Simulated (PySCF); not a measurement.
# MnF: bond curves at several levels of theory

An exercise on one series of results from a longer session: the logs are not shown, and one member is left open.

The runs use PySCF 2.14.0; Mn def2-TZVPP, F def2-TZVPP, no relativity.

Set-up of the first run:

A driver script around PySCF takes these settings:

| Quantity | Value |
| --- | --- |
| atoms | Mn, F |
| charge | 0 |
| basis | Mn def2-TZVPP, F def2-TZVPP |
| Hamiltonian | no relativity |
| basis functions | 95 |
| electrons treated | 34 |
| masses in u | 54.9380, 18.9984 |
| levels | PBE0, PBE, r²SCAN, r²SCAN0, M06, M06-L, TPSS, ωB97X, HF, MP2, SCS-MP2 |
| grid | 80 radial by 434 angular points |
| occupations | held fixed by the projection of orbital angular momentum |
| dissociation limit | Mn + F, each in its ground configuration |
| starting distance in angstrom | 1.735 |
| values of 2S to try | 0, 2, 4, 6, 8 |

Run with:

```sh
$ OMP_NUM_THREADS=1 python dia.py task.json out
```

Steps of the session up to this table: Set-up; The PBE0 curve of the state that the search chose; Other states along the same grid; PBE; r²SCAN; r²SCAN0 (hybrid meta-GGA); M06 (hybrid meta-GGA); M06-L (meta-GGA); TPSS (meta-GGA); ωB97X; UHF.

One table of the session follows, with a row left open; its other results are not shown here.

Energy (eV) from each level's lowest point:

```
R (Å)    UHF  UHF-MP2  UHF-SCS-MP2    PBE   TPSS
1.578  1.371    1.105        1.173  0.982  0.979
1.651  0.656    0.497        0.540  0.425  0.419
1.725  0.243    0.163        0.185  0.128  0.122
1.780  0.078    0.041        0.051  0.026  0.023
1.835  0.004    0.000        0.000  0.000  0.000
1.890  0.000    0.021        0.012  0.031  0.035
1.964  0.074    0.118        0.101  0.137  0.146
2.055      ?        ?            ?      ?      ?
2.165  0.540    0.616        0.582  0.630  0.654
2.312  0.983    1.068        1.026  1.058  1.092
```

Q: Estimate the row for R (Å) = 2.055 from the others.

Worked estimate for «UHF». A straight line through the neighbours (1.964, 0.074) and (2.165, 0.540) gives 0.074 + (0.540 − 0.074) × (2.055 − 1.964) / (2.165 − 1.964) = 0.285; a parabola fitted to 4 rows on both sides gives 0.262.

As computed: UHF: 0.252; UHF-MP2: 0.315; UHF-SCS-MP2: 0.288; PBE: 0.335; TPSS: 0.352. In «UHF» the line misses by +0.033 and the parabola by +0.010.
